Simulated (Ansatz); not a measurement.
What does this script print? It uses Ansatz's Python interface.

`fdcheck_ir.py`:
```python
# -*- coding: utf-8 -*-
'''Forces and pressure of Ir against finite differences of the energy, distorted.'''

import ansatz as az
import numpy as np

vectors0 = np.array([
    [2.75138, 0.0, 0.0],
    [-1.37569, 2.38276, 0.0],
    [0.0, 0.0, 4.46229],
])
sites = [
    ('Ir', (0.67529, 0.34204, 0.7556)),
    ('Ir', (0.35172, 0.67765, 0.25076)),
]


def crystal_on(cell):
    crystal = az.Crystal(lattice=az.Lattice.of(cell))
    for symbol, position in sites:
        crystal = crystal.atom(symbol, position)
    return crystal

def solve(crystal):
    return (
        crystal.calculation()
        .functional('lda')
        .occupations('Marzari-Vanderbilt', width=0.15)
        .basis(540, xc_grid=2)
        .kpoints(8, 8, 5)
        .scf(tolerance=1e-09)
        .forces()
        .stress()
        .run(threads=1)
    ).report


centre = solve(crystal_on(vectors0))
start = crystal_on(vectors0)
# move one atom both ways along a Cartesian axis
print(f'force on atom 0 along z: analytic {centre["forces_ev_ang"][0][2]:.4f} eV/A')
for h in (0.004, 0.016):
    shift = np.eye(3)[2] * h @ np.linalg.inv(vectors0)
    plus, minus = (solve(start.move(0, to=np.array(sites[0][1]) + sign * shift))['lagrangian_ev'] for sign in (1, -1))
    print(f'  step {h} A: numerical {-(plus - minus) / (2 * h):.4f} eV/A')
# P = -dF/dV; the difference feels the change of the plane-wave count with the cell
volume = abs(np.linalg.det(vectors0))
larger, smaller = (solve(crystal_on(vectors0 * (1 + sign * 0.005) ** (1 / 3)))['lagrangian_ev'] for sign in (1, -1))
numerical = -(larger - smaller) / (0.01 * volume) * 160.21766
print(f'pressure: analytic {np.trace(centre["stress_gpa"]) / 3:.3f}, numerical {numerical:.3f} GPa')
```

```console
$ python fdcheck_ir.py
DeckWarning: output.stress: scf.convergence.dr2_threshold = 1e-9 eV is looser than the 2e-10 eV advised for a printed stress (1e-10 eV for each atom of the cell: 2). What an SCF threshold leaves in a stress goes as its square root, and in the free energy as the threshold itself, and one threshold admits the most on a small cell: of the crystals measured, under no hybrid functional and no lock of the moments, on runs that ended without the residual-converged pass, on stresses that held no [...]
force on atom 0 along z: analytic -0.2371 eV/A
  step 0.004 A: numerical -0.2372 eV/A
  step 0.016 A: numerical -0.2370 eV/A
pressure: analytic -17.038, numerical -17.029 GPa
```
(Warnings from the package without file and line, shortened.)

Reading the output:
- Total energies depend on the potentials; only differences at equal settings carry meaning. A total without «per atom» is that of the cell as typed.
- The mesh is modest for a metal, so energies can be off by several to tens of meV an atom and pressures by half a GPa or more; differences at equal mesh fare better.
- Pressure is positive in compression.
- Spin-orbit coupling, which matters for elements this heavy, is left out.
- The cell is a database structure, distorted on purpose.
- The central difference errs as the square of the step, so the shorter step is the fairer test; what remains comes from the finite grid and the SCF threshold.
- Finished in 38 s on 1 thread of Intel(R) Xeon(R) Processor @ 2.30GHz, on a shared host, peak memory 0.57 GiB.
